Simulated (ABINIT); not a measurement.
Here is an ABINIT 10.8.3 (patched build) calculation.

Contents of run.abi:

```
# Datasets: one volume each
ndtset 7
scalecart1 3*0.9795861087
scalecart2 3*0.9864848297
scalecart3 3*0.9932883884
scalecart4 3*1.0000000000
scalecart5 3*1.0066227096
scalecart6 3*1.0131594038
scalecart7 3*1.0196128224

# Pseudopotentials
pp_dirpath "./"
pseudos "Ta.GGA_PBE-JTH.xml, As.GGA_PBE-JTH.xml"

# Structure
acell 3*1.0 Angstrom
rprim
    -1.7218133622     1.7218133622     5.8679415361
     1.7218133622    -1.7218133622     5.8679415361
     1.7218133622     1.7218133622    -5.8679415361
ntypat 2
znucl 73 33
natom 4
typat 1 1 2 2
xred
     0.4999673000     0.4999673000     0.0000000000
     0.2499673000     0.7499673000     0.5000000000
     0.0826321200     0.0826321200     0.0000000000
     0.8326321200     0.3326321200     0.5000000000

# Plane-wave basis
ecut 19.0
pawecutdg 38.0
pawxcdev 0

# k points
kptopt 1
ngkpt 11 11 11
nshiftk 1
shiftk 0.0 0.0 0.0

# Exchange and correlation
ixc -116133

# Bands and occupations
nband 34
occopt 3
tsmear 0.00183747

# SCF cycle
nstep 100
tolvrs 1.0e-9

# Output
iomode 3
prtwf 0
prtden 0
prteig 0
prtebands 0
enunit 2
```

Potentials or basis: JTH PAW PBE v2.0.

Run with:

```bash
$ mpirun --bind-to none -np 4 abinit run.abi > log 2>&1
```

Estimate the bulk modulus at fixed shape and positions.

193 GPa.

Estimate the equilibrium volume.

17.06 Å³/atom.

Estimate the pressure derivative of the bulk modulus.

4.4.

Energy against volume, from the lowest point:
| volume (Å³/atom) | energy (meV/atom) |
| --- | --- |
| 16.353 | 19.08 |
| 16.700 | 4.75 |
| 17.048 | 0.00 |
| 17.396 | 3.84 |
| 17.744 | 15.36 |
| 18.092 | 33.77 |
| 18.440 | 58.33 |

Caveat: pressures at fixed basis lie under the slope of the energies; the cell was scaled at fixed shape and fractional positions, which overstates the stiffness of a crystal with free parameters, most of all of layers and chains; the PAW data sets were made with another functional, which shifts forces and pressure a little. Spin-orbit coupling is left out, which matters for the levels of Ta.
